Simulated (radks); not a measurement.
# Nuclear size and the levels of Ag⁺

An exercise on one series of results from a longer session: the logs are not shown, and one member is left open.

Program: radks (a radial shooting solver on a logarithmic mesh, Libxc functionals) version 1. Level of theory: Dirac Kohn-Sham, PBE, spin-unpolarised, spherical densities, finite nucleus. These are calculated values, not measurements, unless marked.

## What is computed

- element: silver (Z = 47)
- charge: +1
- electrons: 46
- configuration: [Kr] 4d10
- nuclear rms radius: 4.5454 fm

Outer shells as boxes (Hund's rule):

Ag⁺
```
[Kr] core
4d [↑↓][↑↓][↑↓][↑↓][↑↓]
```

The first run:

Input:

```text
Z 47
configuration [Kr] 4d10 5s0 5p0
relativity Dirac
functional pbe,pbe
spin unpolarised
j_filling average
nucleus finite rms 4.5454 fm
c 137.035999084
```

Among the steps run: rms radius 4.5454 fm.

One table of the session follows, with a row left open; its other results are not shown here.

It belongs to the step «rms radius 4.5454 fm». From the orbitals of this run (lengths in bohr):

| level | <r> | outermost maximum (interpolated) | 90 % within | nodes |
| --- | --- | --- | --- | --- |
| 4s1/2 | 0.9127 | 0.823 | 1.33 | 3 |
| 4p1/2 | 0.9803 | 0.861 | 1.45 | 2 |
| 4p3/2 | 1.012 | 0.886 | 1.50 | 2 |
| 4d3/2 | 1.374 | 1.03 | 2.22 | 1 |
| 4d5/2 | ? | ? | ? | ? |
| 5s1/2 | 2.828 | 2.37 | 4.21 | 4 |
| 5p1/2 | 3.631 | 3.01 | 5.47 | 3 |
| 5p3/2 | 3.745 | 3.12 | 5.63 | 3 |

Q: Estimate the row for 4d5/2 from the others.

As computed: <r>: 1.396; outermost maximum (interpolated): 1.04; 90 % within: 2.26; nodes: 1. In the column «<r>» it lies between 4d3/2 (1.374) and 5s1/2 (2.828).
